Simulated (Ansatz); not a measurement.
# H16SO10: the cost of one run

All numbers below are computed with Ansatz 0.2.0 (DFT PBE+D3(BJ), plane waves, PAW, scalar-relativistic, no spin polarisation).

## 1. The system as given

The cell holds 27 atoms (H16O10S): a = 7.016 Å, b = 7.016 Å, c = 7.016 Å, α = 90.00°, β = 90.00°, γ = 90.00°.

Structure file:

```xyz
27
Lattice="7.0163 0.0000 0.0000 0.0000 7.0163 0.0000 0.0000 0.0000 7.0163" Properties=species:S:1:pos:R:3 pbc="T T T"
O     3.0939    3.2212    5.8437
H     2.2242    3.1858    6.2684
H     3.1427    2.3951    5.3405
O     1.9510    3.0544    2.7727
H     1.5668    3.0433    1.8837
H     2.9063    3.0272    2.6155
O     0.1348    0.0261    6.5883
H     0.6073    0.6532    7.1554
H     0.2069    0.4110    5.7025
O     5.4443    1.4616    3.5409
H     6.0932    1.9904    3.0536
H     5.0174    0.9256    2.8564
O     6.9401    4.5966    4.9680
H     7.0838    5.3319    4.3543
H     6.6315    3.8748    4.4007
O     3.9384    5.2691    0.9893
H     4.7866    5.7286    1.0758
H     3.6890    5.0637    1.9024
O     0.9136    6.4528    2.5597
H     0.8823    7.4043    2.3811
H     1.8605    6.2513    2.5907
O     6.1736    2.7175    1.2175
H     6.8657    2.1170    1.5312
H     6.0544    2.4726    0.2880
S     2.8398    6.3717    5.5079
O     3.9038    6.0666    4.5304
O     2.8699    7.6473    6.2513
```

## 2. Relaxing the start

Input file input.yaml:

```yaml
accuracy: low
crystal:
  lattice:
    - [7.016289, 0.0, 0.0]
    - [0.0, 7.016289, 0.0]
    - [0.0, 0.0, 7.016289]
  atoms:
    - { symbol: O, position: [0.44096, 0.4591084, 0.8328735] }
    - { symbol: H, position: [0.3170005, 0.4540632, 0.8934133] }
    - { symbol: H, position: [0.4479165, 0.3413611, 0.7611542] }
    - { symbol: O, position: [0.2780675, 0.4353332, 0.395187] }
    - { symbol: H, position: [0.2233071, 0.4337435, 0.2684777] }
    - { symbol: H, position: [0.414226, 0.4314545, 0.372775] }
    - { symbol: O, position: [0.019215, 0.0037176, 0.9390037] }
    - { symbol: H, position: [0.0865603, 0.093094, 1.0198304] }
    - { symbol: H, position: [0.0294854, 0.0585784, 0.8127449] }
    - { symbol: O, position: [0.7759566, 0.2083159, 0.5046635] }
    - { symbol: H, position: [0.8684401, 0.2836855, 0.4352179] }
    - { symbol: H, position: [0.7151137, 0.1319163, 0.4071047] }
    - { symbol: O, position: [0.9891453, 0.6551296, 0.7080693] }
    - { symbol: H, position: [1.0096279, 0.7599381, 0.6205929] }
    - { symbol: H, position: [0.945158, 0.5522531, 0.6272113] }
    - { symbol: O, position: [0.5613252, 0.750984, 0.1409972] }
    - { symbol: H, position: [0.6822188, 0.8164765, 0.1533235] }
    - { symbol: H, position: [0.5257803, 0.7217116, 0.2711362] }
    - { symbol: O, position: [0.130215, 0.9196949, 0.3648203] }
    - { symbol: H, position: [0.1257496, 1.055299, 0.3393634] }
    - { symbol: H, position: [0.2651665, 0.8909724, 0.369245] }
    - { symbol: O, position: [0.8798963, 0.3873179, 0.1735261] }
    - { symbol: H, position: [0.9785439, 0.3017244, 0.2182351] }
    - { symbol: H, position: [0.862909, 0.3524048, 0.0410535] }
    - { symbol: S, position: [0.4047483, 0.9081242, 0.7850222] }
    - { symbol: O, position: [0.5563855, 0.8646392, 0.645692] }
    - { symbol: O, position: [0.4090286, 1.0899359, 0.8909649] }
basis:
  ecutwfc: 420.0
kpoints:
  mp_grid: { grid: [1, 1, 1] }
hamiltonian:
  xc: pbe
  dispersion: d3bj
scf:
  occupations: { method: fermi_dirac, width: 0.02 }
  lower_state_search: "off"
relax:
  f_tol: 0.3
  max_steps: 15
  adjacent_minimum: "off"
```

Started as:

```sh
> ansatz run input.yaml --threads 1 --pin off --max-ram 3072MiB --backend cpu --events-out ev --progress --plain --runs-dir out
```

What time and memory should one allow on 1 thread of Intel Xeon 6975P-C (Granite Rapids), shared host?

About 16 s, with a peak of 0.46 GiB.
